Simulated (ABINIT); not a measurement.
# Hf in ABINIT: work function with PBE

Aim: the work function of Hf with PBE.

Everything below comes from runs of ABINIT 10.8.3 (patched build). Logs are shortened: lines on timing, memory, paths and dates and some standing lists are left out, and cuts for length are marked. The log counts tension as positive stress, the text compression.

## (1) The undisturbed sheet

The cell holds a sheet with vacuum, 1 atom: a = 2.779 Å, b = 2.779 Å, c = 23.800 Å, α = 90.00°, β = 90.00°, γ = 90.00°.

The cell was built by a generator and needn't be a form met in nature.

## (2) Work function, PBE

run.abi reads:

```
# Pseudopotentials
pp_dirpath "./"
pseudos "Hf.GGA_PBE-JTH.xml"

# Structure
acell 2.77876 2.77876 23.80000002 Angstrom
rprim
     1.0000000000     0.0000000000     0.0000000000
     0.0000000000     1.0000000000     0.0000000000
     0.0000000000     0.0000000000     1.0000000000
ntypat 1
znucl 72
natom 1
typat 1
xred
     0.0000000000     0.0000000000     0.2941200000
chkprim 0
chksymtnons 0
tolsym 1.0e-6

# Plane-wave basis
ecut 19.0
pawecutdg 38.0
pawxcdev 0

# k points
kptopt 1
ngkpt 10 10 1
nshiftk 1
shiftk 0.0 0.0 0.0

# Exchange and correlation
ixc 11

# Bands and occupations
nband 10
occopt 3
tsmear 0.00183747

# SCF cycle
nstep 120
tolvrs 1.0e-9

# Output
iomode 3
prtwf 0
prteig 0
prtebands 0
enunit 1
prtden 1
prtvha 1
prtvclmb 1
prtpot 1
```

Potentials or basis: JTH PAW PBE v2.0.

The run is started by

```sh
$ mpirun --bind-to none -np 4 abinit run.abi > log 2>&1
```

run.abo:

```text
.Version 10.8.3 of ABINIT
 Symmetries : space group P4/m m m (#123); Bravais tP (primitive tetrag.)
================================================================================
 Values of the parameters that define the memory need of the present run
     intxc =       0    ionmov =       0      iscf =      17    lmnmax =      18
     lnmax =       6     mgfft =     180  mpssoang =       3    mqgrid =   12481
     natom =       1  nloc_mem =       2    nspden =       1   nspinor =       1
    nsppol =       1      nsym =      16    n1xccc =       1    ntypat =       1
    occopt =       3   xclevel =       2
       mpw =        4936          nfft =      103680          nkpt =          21
 PAW method is used; the additional fine FFT grid is defined by:
   mgfftf=       250    nfftf =    225000
================================================================================
================================================================================

--------------------------------------------------------------------------------
------------- Echo of variables that govern the present computation ------------
--------------------------------------------------------------------------------
 -outvars: echo values of preprocessed input variables --------
            acell      5.2510953696E+00  5.2510953696E+00  4.4975481834E+01 Bohr
              amu      1.78490000E+02
          chkprim           0
      chksymtnons           0
             ecut      1.90000000E+01 Hartree
           enunit           1
              ixc          11
         kptrlatt       10    0    0      0   10    0      0    0    1
          kptrlen      5.25109537E+01
            natom           1
            nband          10
            ngfft          24      24     180
          ngfftdg          30      30     250
             nkpt          21
            nstep         120
             nsym          16
           ntypat           1
           occopt           3
        pawecutdg      3.80000000E+01 Hartree
         pawxcdev           0
        prtebands           0
           prteig           0
           prtpot           1
         prtvclmb           1
           prtvha           1
            prtwf           0
          spgroup         123
           tolsym      1.00000000E-06
           tolvrs      1.00000000E-09
           tsmear      1.83747000E-03 Hartree
            typat      1
           useylm           1
           xangst      0.0000000000E+00  0.0000000000E+00  7.0000560059E+00
            xcart      0.0000000000E+00  0.0000000000E+00  1.3228188717E+01
             xred      0.0000000000E+00  0.0000000000E+00  2.9412000000E-01
            znucl       72.00000

================================================================================

 chkinp: Checking input parameters for consistency.

================================================================================
== DATASET  1 ==================================================================

--- !DatasetInfo
iteration_state: {dtset: 1, }
dimensions: {natom: 1, nkpt: 21, mband: 10, nsppol: 1, nspinor: 1, nspden: 1, mpw: 4936, }
cutoff_energies: {ecut:  19.0, pawecutdg:  38.0, }
electrons: {nelect:   1.20000000E+01, charge:   0.00000000E+00, occopt:   3.00000000E+00, tsmear:   1.83747000E-03, }
meta: {optdriver: 0, ionmov: 0, optcell: 0, iscf: 17, paral_kgb: 0, }
...

 Exchange-correlation functional for the present dataset will be:
  GGA: Perdew-Burke-Ernzerhof functional - ixc=11
  J.P.Perdew, K.Burke, M.Ernzerhof, PRL 77, 3865 (1996)

 Real(R)+Recip(G) space primitive vectors, cartesian coordinates (Bohr,Bohr^-1):
 R(1)=  5.2510954  0.0000000  0.0000000  G(1)=  0.1904365  0.0000000  0.0000000
 R(2)=  0.0000000  5.2510954  0.0000000  G(2)=  0.0000000  0.1904365  0.0000000
 R(3)=  0.0000000  0.0000000 44.9754818  G(3)=  0.0000000  0.0000000  0.0222343
 Unit cell volume ucvol=  1.2401541E+03 bohr^3
 Angles (23,13,12)=  9.00000000E+01  9.00000000E+01  9.00000000E+01 degrees

 Coarse grid specifications (used for wave-functions):

 getcut: wavevector=  0.0000  0.0000  0.0000  ngfft=  24  24 180
         ecut(hartree)=     19.000   => boxcut(ratio)=   2.03965

 Fine grid specifications (used for densities):

 getcut: wavevector=  0.0000  0.0000  0.0000  ngfft=  30  30 250
         ecut(hartree)=     38.000   => boxcut(ratio)=   2.00312

--- Pseudopotential description ------------------------------------------------
- pspini: atom type   1  psp file is ./Hf.GGA_PBE-JTH.xml
 Pseudopotential format is: paw10
 basis_size (lnmax)=  6 (lmn_size= 18), orbitals=   0   0   1   1   2   2
 Spheres core radius: rc_sph= 2.41119446
 Shapefunction is SIN type: shapef(r)=[sin(pi*r/rshp)/(pi*r/rshp)]**2
 Radius for shape functions =  2.41119446
 Compensation charge density is not taken into account in XC energy/potential

   1.11394417E+03                                ecore*ucvol(ha*bohr**3)
--------------------------------------------------------------------------------

================================================================================

--- !BeginCycle
iteration_state: {dtset: 1, }
solver: {iscf: 17, nstep: 120, nline: 4, wfoptalg: 10, }
tolerances: {tolvrs: 1.00E-09, }
...

     iter   Etot(hartree)      deltaE(h)  residm     nres2
 ETOT  1  -49.787876608231    -4.979E+01 8.772E-01 1.097E+00
 ETOT  2  -49.950411454847    -1.625E-01 2.375E-02 3.891E-01
 ETOT  3  -49.945696926812     4.715E-03 9.736E-03 3.546E-02
 ETOT  4  -49.945600959957     9.597E-05 3.911E-03 1.745E-02
 ETOT  5  -49.945339450959     2.615E-04 1.829E-03 3.752E-03
 ETOT  6  -49.945184457588     1.550E-04 2.387E-03 2.034E-03
 ETOT  7  -49.945065150807     1.193E-04 8.363E-04 1.201E-03
 ETOT  8  -49.944976841968     8.831E-05 8.740E-04 6.578E-04
 ETOT  9  -49.944937851758     3.899E-05 1.375E-03 3.302E-04
 ETOT 10  -49.944941821718    -3.970E-06 1.579E-03 2.116E-04
[... 9 lines left out ...]
 ETOT 20  -49.944963897744    -8.188E-07 4.250E-05 1.905E-05
 ETOT 21  -49.944968024899    -4.127E-06 2.922E-05 1.467E-05
 ETOT 22  -49.944977511762    -9.487E-06 3.400E-05 7.725E-06
 ETOT 23  -49.944987120065    -9.608E-06 8.533E-05 9.585E-07
 ETOT 24  -49.944987726699    -6.066E-07 2.500E-05 3.791E-07
 ETOT 25  -49.944987991329    -2.646E-07 5.260E-05 1.058E-07
 ETOT 26  -49.944988146347    -1.550E-07 2.377E-05 4.878E-09
 ETOT 27  -49.944988155998    -9.651E-09 3.758E-05 2.568E-09
 ETOT 28  -49.944988165185    -9.187E-09 1.970E-05 1.388E-09
 ETOT 29  -49.944988166861    -1.675E-09 3.274E-05 1.682E-10

 At SCF step   29       nres2   =  1.68E-10 < tolvrs=  1.00E-09 =>converged.

 Cartesian components of stress tensor (hartree/bohr^3)
  sigma(1 1)=  2.93400229E-06  sigma(3 2)=  0.00000000E+00
  sigma(2 2)=  2.93400229E-06  sigma(3 1)=  0.00000000E+00
  sigma(3 3)= -2.13316581E-06  sigma(2 1)=  0.00000000E+00

--- !ResultsGS
iteration_state: {dtset: 1, }
comment   : Summary of ground state results
lattice_vectors:
- [  5.2510954,   0.0000000,   0.0000000, ]
- [  0.0000000,   5.2510954,   0.0000000, ]
- [  0.0000000,   0.0000000,  44.9754818, ]
lattice_lengths: [   5.25110,    5.25110,   44.97548, ]
lattice_angles: [ 90.000,  90.000,  90.000, ] # degrees, (23, 13, 12)
lattice_volume:   1.2401541E+03
convergence: {deltae: -1.675E-09, res2:  1.682E-10, residm:  3.274E-05, diffor: null, }
etotal    :  -4.99449882E+01
entropy   :   0.00000000E+00
fermie    :  -1.43492198E-01
cartesian_stress_tensor: # hartree/bohr^3
- [  2.93400229E-06,   0.00000000E+00,   0.00000000E+00, ]
- [  0.00000000E+00,   2.93400229E-06,   0.00000000E+00, ]
- [  0.00000000E+00,   0.00000000E+00,  -2.13316581E-06, ]
pressure_GPa:  -3.6628E-02
xred      :
- [  0.0000E+00,   0.0000E+00,   2.9412E-01, Hf]
cartesian_forces: # hartree/bohr
- [ -0.00000000E+00,  -0.00000000E+00,  -0.00000000E+00, ]
force_length_stats: {min:   0.00000000E+00, max:   0.00000000E+00, mean:   0.00000000E+00, }
...

 Integrated electronic density in atomic spheres:
 ------------------------------------------------
 Atom  Sphere_radius  Integrated_density
    1        2.41119          9.56814142

================================================================================

 ----iterations are completed or convergence reached----

 Mean square residual over all n,k,spin=   16.212E-08; max=  32.739E-06
 reduced coordinates (array xred) for    1 atoms
       0.000000000000      0.000000000000      0.294120000000
 rms dE/dt=  0.0000E+00; max dE/dt=  0.0000E+00; dE/dt below (all hartree)
    1       0.000000000000      0.000000000000      0.000000000000

 cartesian coordinates (angstrom) at end:
    1      0.00000000000000     0.00000000000000     7.00005600588240

 cartesian forces (hartree/bohr) at end:
    1     -0.00000000000000    -0.00000000000000    -0.00000000000000
 frms,max,avg= 0.0000000E+00 0.0000000E+00   0.000E+00  0.000E+00  0.000E+00 h/b

 cartesian forces (eV/Angstrom) at end:
    1     -0.00000000000000    -0.00000000000000    -0.00000000000000
 frms,max,avg= 0.0000000E+00 0.0000000E+00   0.000E+00  0.000E+00  0.000E+00 e/A
 length scales=  5.251095369628  5.251095369628 44.975481834400 bohr
              =  2.778760000000  2.778760000000 23.800000020000 angstroms
 Fermi (or HOMO) energy (eV) =  -3.90462   Average Vxc (eV)=  -2.36543
 Eigenvalues (   eV  ) for nkpt=  21  k points:
 kpt#   1, nband= 10, wtk=  0.01000, kpt=  0.0000  0.0000  0.0000 (reduced coord)
 -65.99174  -34.86134  -33.89753  -33.89753   -9.13900   -5.45219   -4.24270   -3.67436
  -0.10634    0.13856
 prteigrs : prtvol=0 or 1, do not print more k-points.

--- !EnergyTerms
iteration_state     : {dtset: 1, }
comment             : Components of total free energy in Hartree
kinetic             :  5.46096824607733E+00
hartree             :  1.07312081773687E+02
xc                  : -8.98445831160291E+00
Ewald energy        :  6.95025574786540E+01
psp_core            :  8.98230479582014E-01
local_psp           : -2.04067907669614E+02
PAW spherical_terms : -2.00656716687719E+01
internal            : -4.99441996719885E+01
'-kT*entropy'       : -7.88979199796132E-04
total_energy        : -4.99449886511883E+01
total_energy_eV     : -1.35907237723862E+03
...

--- !EnergyTermsDC
iteration_state     : {dtset: 1, }
comment             : '"Double-counting" decomposition of free energy'
band_energy         : -1.32545682276664E+01
Ewald energy        :  6.95025574786540E+01
psp_core            :  8.98230479582014E-01
xc_dc               : -1.12441861530725E+02
PAW spherical_terms :  5.35144261249443E+00
internal            : -4.99441991876608E+01
'-kT*entropy'       : -7.88979199796132E-04
total_energy_dc     : -4.99449881668606E+01
total_energy_dc_eV  : -1.35907236405940E+03
...

--- !EnergyTermsWithPAWCore
iteration_state     : {dtset: 1, }
comment             : 'Components of total free energy, including PAW core contributions'
Total energy        : -1.50783956589107E+04
Total energy DC     : -1.50783956584264E+04
Total energy (eV)   : -4.10304048244342E+05
Total energy DC (eV): -4.10304048231163E+05
...

 Cartesian components of stress tensor (hartree/bohr^3)
  sigma(1 1)=  2.93400229E-06  sigma(3 2)=  0.00000000E+00
  sigma(2 2)=  2.93400229E-06  sigma(3 1)=  0.00000000E+00
  sigma(3 3)= -2.13316581E-06  sigma(2 1)=  0.00000000E+00

-Cartesian components of stress tensor (GPa)         [Pressure= -3.6628E-02 GPa]
- sigma(1 1)=  8.63213276E-02  sigma(3 2)=  0.00000000E+00
- sigma(2 2)=  8.63213276E-02  sigma(3 1)=  0.00000000E+00
- sigma(3 3)= -6.27599049E-02  sigma(2 1)=  0.00000000E+00

== END DATASET(S) ==============================================================
================================================================================

 -outvars: echo values of variables after computation  --------
            acell      5.2510953696E+00  5.2510953696E+00  4.4975481834E+01 Bohr
           etotal     -4.9944988167E+01
            fcart     -0.0000000000E+00 -0.0000000000E+00 -0.0000000000E+00
           strten      2.9340022882E-06  2.9340022882E-06 -2.1331658093E-06
                       0.0000000000E+00  0.0000000000E+00  0.0000000000E+00
           xangst      0.0000000000E+00  0.0000000000E+00  7.0000560059E+00
             xred      0.0000000000E+00  0.0000000000E+00  2.9412000000E-01
 Calculation completed.
```

Run time: 24 s. Hardware: 4 MPI ranks of Arm Neoverse V2, shared host; peak memory 0.6 GiB.

Results:

```yaml
Free_energy: -1359.0724 eV
Band_gap_on_the_k_mesh: none (metal or under the smearing width)
Valence_electrons_inside_the_program's_atomic_spheres: Hf 9.57 (radii [1.2759] Å)
Work_function: 4.31 eV
```

Stress tensor (GPa, compression positive):
```
-0.09  0.00  0.00
 0.00 -0.09  0.00
 0.00  0.00  0.06
```
